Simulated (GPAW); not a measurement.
# WS in GPAW: convergence with density grid spacing (A)

WS:

```
W S
1.0
    -2.15647    2.15647    2.47473
     2.15647   -2.15647    2.47473
     2.15647    2.15647   -2.47473
W S
1 1
Direct
  0.50000 0.50000 0.00000
  0.00000 0.00000 0.00000
```

The cell was built by a generator and needn't be a form met in nature.

| Quantity | Value |
| --- | --- |
| Program | GPAW 26.7.0 |
| Task | convergence study |
| Functional | PBE |
| Potentials or basis | GPAW PAW data sets (gpaw-data 1.2.1) |
| Cutoff | 600 eV |
| Basis | pw |
| Grid spacing | 0.24 Å |
| k mesh | 7 × 7 × 7 |
| Occupations | fermi-dirac, width 0.05 eV |
| Spin | no spin polarisation |

These are the settings of the first run; the series varies density grid spacing (A), with any setting tied to it.

Hardware: 1 thread of Arm Neoverse V1 (shared host).

| density grid spacing (A) | energy less the tightest run, at zero smearing (meV/atom) | SCF cycles | CPU time (s) | peak memory (GiB) |
| --- | --- | --- | --- | --- |
| 0.24 | 0.24 | 10 | 18 | 0.16 |
| 0.2 | -0.01 | 10 | 15 | 0.16 |
| 0.17 | 0.00 | 10 | 25 | 0.17 |
| 0.15 | 0.00 | 10 | 35 | 0.18 |
| 0.13 | 0.00 | 10 | 36 | 0.2 |
| 0.11 | 0.00 | 10 | 66 | 0.23 |
| 0.09 | 0.00 | 10 | 130 | 0.32 |

Against the tightest run, the energy stays within 1 meV/atom from 0.24 on. The tightest run that finished is the yardstick and may itself not be fully converged.

 The run has no spin-orbit coupling, so splittings on W are missing.
